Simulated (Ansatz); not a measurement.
**SiH4O (silanol) at revPBE/cc-pVTZ**

Aim: the electronic atomisation energy of SiH4O (silanol) at revPBE/cc-pVTZ, from 4 runs. 

The results are computed with Ansatz 0.2.0.

47 further runs of the same task are left out: 47 set aside as unsound or not needed.

### Step 1. The structure to begin with

SiH4O has 6 atoms, charge 0, and is taken as a singlet. As SMILES, `O[SiH3]`. The coordinates come from a PBE0-D4/def2-TZVP relaxation.

Bond lengths: O1–Si2 1.648 Å, O1–H3 0.957 Å, Si2–H4 1.489 Å, Si2–H5 1.481 Å, Si2–H6 1.489 Å. Angles: O1–Si2–H4 111.7°, O1–Si2–H5 105.9°, O1–Si2–H6 111.7°, Si2–O1–H3 117.9°, H4–Si2–H5 109.9°, H4–Si2–H6 107.9°, H5–Si2–H6 109.9°.

### Step 2. A single-point energy at revPBE/cc-pVTZ

Contents of molecule.yaml:

```yaml
crystal:
  periodic: [false, false, false]
  atoms:
    - {symbol: O, position_ang: [0.636700, -1.030300, 0.419000]}
    - {symbol: Si, position_ang: [-0.035700, 0.346500, -0.187000]}
    - {symbol: H, position_ang: [0.069100, -1.629200, 0.904700]}
    - {symbol: H, position_ang: [-1.128300, 0.045700, -1.152800]}
    - {symbol: H, position_ang: [1.060500, 1.064900, -0.875600]}
    - {symbol: H, position_ang: [-0.602300, 1.202400, 0.891700]}
basis:
  gaussian: {orbitals: cc-pVTZ}
hamiltonian: {xc: {name: revPBE}}
output: {orbitals: {seedname: orbitals}}
accuracy: high
```

On the command line:

```console
$ ansatz run molecule.yaml --threads 1 --pin off --max-ram 3480MiB --events-out events.jsonl --progress --plain --runs-dir runs
```

Output:

```text
Warning: RAYON_NUM_THREADS=1 ignored (pool sized by the plan → 1); use --threads N
Functional definition: revPBE
  name "revPBE"
  parameter kappa = 1.245
  parameter beta = 0.06672455060314922
  exchange = pbe_x(kappa = kappa, mu = beta*pi^2/3)
  correlation = pbe_c(beta = beta)
2072 factors; integrals over basis functions are off by at most 3.5e-9 eV
mean field evaluation 1: about -9983.9405 eV, gradient 5.8e1 eV
mean field evaluation 2: about -9957.8788 eV, gradient 1.3e2 eV
mean field evaluation 4: about -9989.3527 eV, gradient 2.9e0 eV
mean field evaluation 8: about -9989.3761 eV, gradient 1.6e-1 eV
mean field evaluation 16: about -9989.3762 eV, gradient 2.7e-6 eV
mean field -9989.37615981 eV, -367.1028028307 hartree, gradient 1.3e-8 eV, S^2 0.000000; 0 other end points of the search recorded, 0 dependent functions left out
reference -9989.37616406 eV, -367.1028029870 hartree; 13, 13 occupied and 107, 107 virtual orbitals, 2072 factors
Total energy: -9989.37616406 eV, -367.1028029870 hartree
```

It took 6.9 s on 1 thread of Arm Neoverse V1, shared host; peak memory 0.29 GiB.

### Step 3. The H atom, same level

Contents of input.yaml:

```yaml
crystal:
  periodic: [false, false, false]
  atoms:
    - {symbol: H, position_ang: [0.000000, 0.000000, 0.000000]}
basis:
  gaussian: {orbitals: cc-pVTZ}
magnetization: {spin_polarized: true, initial_magnetization: 1}
hamiltonian: {xc: {name: revPBE}}
accuracy: high
```

On the command line:

```console
$ ansatz run input.yaml --threads 1 --pin off --max-ram 3480MiB --events-out events.jsonl --progress --plain --runs-dir runs
```

Output:

```text
Warning: RAYON_NUM_THREADS=1 ignored (pool sized by the plan → 1); use --threads N
Functional definition: revPBE
  name "revPBE"
  parameter kappa = 1.245
  parameter beta = 0.06672455060314922
  exchange = pbe_x(kappa = kappa, mu = beta*pi^2/3)
  correlation = pbe_c(beta = beta)
92 factors; integrals over basis functions are off by at most 8.9e-10 eV
mean field evaluation 1: about -13.7150 eV, gradient 5.3e-1 eV
mean field evaluation 2: about -13.7189 eV, gradient 8.1e-2 eV
mean field evaluation 4: about -13.7180 eV, gradient 3.0e-3 eV
mean field evaluation 8: about -13.7180 eV, gradient 5.8e-9 eV
mean field -13.71797176 eV, -0.5041261636 hartree, gradient 5.6e-8 eV, S^2 0.750000; 0 other end points of the search recorded, 0 dependent functions left out
reference -13.71797481 eV, -0.5041262757 hartree; 1, 0 occupied and 13, 14 virtual orbitals, 92 factors
Total energy: -13.71797481 eV, -0.5041262757 hartree
```

Wall time 0.16 s (1 thread of Arm Neoverse V1, shared host).

### Step 4. The O atom, same level

Contents of job.yaml:

```yaml
basis:
  gaussian: {orbitals: cc-pVTZ}
crystal:
  periodic: [false, false, false]
  atoms:
    - {symbol: O, position_ang: [0.000000, 0.000000, 0.000000]}
magnetization: {spin_polarized: true, initial_magnetization: 2}
hamiltonian: {xc: {name: revPBE}}
accuracy: high
```

Run the same way, it converges to -75.06625 Eh (log not shown).

### Step 5. The Si atom

Contents of job.yaml:

```yaml
crystal:
  periodic: [false, false, false]
  atoms:
    - {symbol: Si, position_ang: [0.000000, 0.000000, 0.000000]}
basis:
  gaussian: {orbitals: cc-pVTZ}
magnetization: {spin_polarized: true, initial_magnetization: 2}
hamiltonian: {xc: {name: revPBE}}
accuracy: high
```

Run the same way, it converges to -289.31912 Eh (log not shown).

### Step 6. What came out

At revPBE/cc-pVTZ:

| quantity | value |
| --- | --- |
| molecule: total energy | -367.10280 Eh |
| molecule: HOMO energy | -7.11 eV |
| molecule: LUMO energy | -0.57 eV |
| molecule: HOMO–LUMO gap | 6.54 eV |
| H atom: total energy | -0.50413 Eh |
| H atom: ⟨S²⟩ | 0.750 |
| O atom: total energy | -75.06625 Eh |
| O atom: ⟨S²⟩ | 2.003 |
| Si atom: total energy | -289.31912 Eh |
| Si atom: ⟨S²⟩ | 2.005 |
| electronic atomisation energy | 19.073 eV |

In words: Taking the molecule apart into free atoms costs 19.07 eV (440 kcal/mol), before zero-point energy and without spin-orbit coupling.
